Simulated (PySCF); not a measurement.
# SnB: from the state search to spectroscopic constants

An exercise on one series of results from a longer session: the logs are not shown, and one member is left open.

Program: PySCF 2.14.0. Level of theory: Sn def2-SVP with ECP28, B def2-SVP, scalar-relativistic core potentials. These are calculated values, not measurements.

The first run:

Settings of the job:

```json
{
  "atoms": "Sn, B",
  "charge": "0",
  "basis": "Sn def2-SVP with ECP28, B def2-SVP",
  "Hamiltonian": "scalar-relativistic core potentials",
  "basis functions": "40",
  "electrons treated": "27",
  "masses in u": "119.9022, 11.0093",
  "levels": "PBE0, PBE, r²SCAN, BP86, B97-3, B3LYP, ωB97X, HF, MP2, SCS-MP2, CCSD, CCSD(T)",
  "grid": "80 radial by 434 angular points",
  "occupations": "held fixed by the projection of orbital angular momentum",
  "dissociation limit": "Sn + B, each in its ground configuration",
  "starting distance in angstrom": "2.165",
  "values of 2S to try": "1, 3"
}
```

Command:

```bash
OMP_NUM_THREADS=1 python dia.py task.json out
```

Among the steps run: Input; PBE0 along the bond; Higher solutions at PBE0; PBE (GGA); r²SCAN; BP86 (GGA); B97-3; B3LYP; ωB97X; UHF (mean field); Correlated methods on the Hartree–Fock reference.

One of the session's tables, all rows but one given; the rest of the session is left out.

It belongs to the step «The curves together». Energy (eV) from each level's lowest point:

```
R (Å)    UHF  UHF-MP2  UHF-SCS-MP2  UHF-CCSD  UHF-CCSD(T)
1.881  0.746    0.877        0.871       n/a          n/a
1.968  0.287    0.391        0.389     0.411        0.439
2.056  0.060    0.123        0.123     0.136        0.153
2.121  0.000    0.027        0.028     0.035        0.043
2.187  0.008    0.000        0.000     0.000        0.000
2.253  0.063    0.030        0.026     0.016        0.009
2.340      ?        ?            ?         ?            ?
2.449  0.349    0.377        0.326     0.248        0.231
2.581  0.553    0.717        0.611     0.481        0.464
2.756  0.789    1.162        0.975       n/a          n/a
```

Q: Estimate the row for R (Å) = 2.340 from the others.

Worked estimate for «UHF». A straight line through the neighbours (2.253, 0.063) and (2.449, 0.349) gives 0.063 + (0.349 − 0.063) × (2.340 − 2.253) / (2.449 − 2.253) = 0.190; a parabola fitted to 4 rows on both sides gives 0.186.

The run gave: UHF: 0.179; UHF-MP2: 0.145; UHF-SCS-MP2: 0.126; UHF-CCSD: 0.093; UHF-CCSD(T): 0.080. In «UHF» the line misses by +0.011 and the parabola by +0.007.
